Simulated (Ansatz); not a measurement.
What does this script print? It uses Ansatz's Python interface.

Script `zr3hg.py`:
```python
# -*- coding: utf-8 -*-
"""Single point of Zr3Hg."""

from pathlib import Path

import ansatz as az
import numpy as np


def main():
    vectors = np.array([
        [5.56, 0.0, 0.0],
        [0.0, 5.56, 0.0],
        [0.0, 0.0, 5.56],
    ])
    zr3hg = (
        az.Lattice.of(vectors)
        .atom("Zr", (0.25, 0.0, 0.5))
        .atom("Zr", (0.5, 0.75, 0.0))
        .atom("Zr", (0.75, 0.0, 0.5))
        .atom("Zr", (0.5, 0.25, 0.0))
        .atom("Zr", (0.0, 0.5, 0.75))
        .atom("Zr", (0.0, 0.5, 0.25))
        .atom("Hg", (0.0, 0.0, 0.0))
        .atom("Hg", (0.5, 0.5, 0.5))
    )

    # settings of the run
    model = zr3hg.calculation()
    model = model.functional("lda")
    model = model.kpoints(4, 4, 4)
    model = model.occupations("fermi_dirac", width=0.1).compute(density=True, potential=True, electron_localization_function=True, output_files={"volumetric_format": "npy"})
    outcome = model.run(threads=1, backend="cpu")
    data = outcome.report

    n_atoms = len(data["lattice"]["sites"])
    print("F =", round(data["free_energy_ev"], 4), "eV for", n_atoms, "atoms")
    print("E(sigma -> 0) =", round(data["energy_sigma0_ev"], 4), "eV, TS =", round(data["entropy_ts_ev"], 5), "eV")
    print("closed by", data["closed_by"], "after", data["n_iterations"], "iterations")

    rho = outcome.density()
    total = sum(ch.density_e_per_ang3 for ch in rho.channels[:2]) if len(rho.channels) < 3 else rho.channels[0].density_e_per_ang3
    print("grid", rho.dims, "electrons", round(float(total.mean() * rho.cell_volume_ang3), 4))
    print(f"density range {total.min():.4f} to {total.max():.4f} e/A^3")
    print(np.array2string(total[:: max(rho.dims[0] // 8, 1), :: max(rho.dims[1] // 8, 1), 0], precision=3, suppress_small=True))

    folder = Path(outcome.write_results("fields"))
    for name in sorted(p.name for p in folder.glob("*.npy")):
        field = np.load(folder / name)
        print(f"{name:16s} {str(field.shape):16s} min {field.min():10.4f}  mean {field.mean():10.4f}  max {field.max():10.4f}")


if __name__ == "__main__":
    main()
```

Running `python zr3hg.py` prints:
```text
DeckWarning: basis.ecutwfc = 420 eV, auto-derived from the records' recommended cutoffs: set by Zr (normal level)
F = -51512.0529 eV for 8 atoms
E(sigma -> 0) = -51511.9368 eV, TS = 0.23205 eV
closed by deck_thresholds after 6 iterations
grid (40, 40, 40) electrons 112.0
density range 0.1197 to 17.4682 e/A^3
[[17.468  3.926  0.254  0.205  0.324  0.205  0.254  3.926]
 [ 3.926  0.87   0.191  0.174  0.233  0.174  0.191  0.87 ]
 [ 0.254  0.205  0.171  0.165  0.18   0.165  0.171  0.205]
 [ 0.205  0.634  2.289  0.649  0.233  0.649  2.289  0.634]
 [ 0.324  2.372  2.735  2.372  0.324  2.372  2.735  2.372]
 [ 0.205  0.634  2.289  0.649  0.233  0.649  2.289  0.634]
 [ 0.254  0.205  0.171  0.165  0.18   0.165  0.171  0.205]
 [ 3.926  0.87   0.191  0.174  0.233  0.174  0.191  0.87 ]]
elf.npy          (40, 40, 40)     min     0.0338  mean     0.3355  max     0.8176
rho.npy          (40, 40, 40)     min     0.1197  mean     0.6516  max    17.4682
v_es.npy         (40, 40, 40)     min   -75.3344  mean     6.9638  max    17.8467
v_tot.npy        (40, 40, 40)     min  -100.3291  mean    -4.7502  max     9.2493
```
(Warnings from the package without file and line.)

Reading the output:
- Absolute energies stand on the zero of these potentials, so only differences at equal settings mean something. A total without «per atom» is that of the cell as typed.
- No spin polarisation was allowed.
- For a metal this k-point mesh is coarse: on a finer one energies can move by several to tens of meV an atom and pressures by half a GPa or more, differences at one mesh by less.
- Spin-orbit coupling, which matters for elements this heavy, is left out.
- The fields are valence quantities on the plane-wave grid; their values near the nuclei depend on the potentials.
- The structure is a deposited one; some such entries were measured under pressure or heat, so a shift against it needn't be the functional's error alone.
- Cost: roughly 3 core-seconds.

(A comment or docstring line of the script was reworded after the run, the code is as it ran; lines on the test bed's own set-up are left out of the output.)
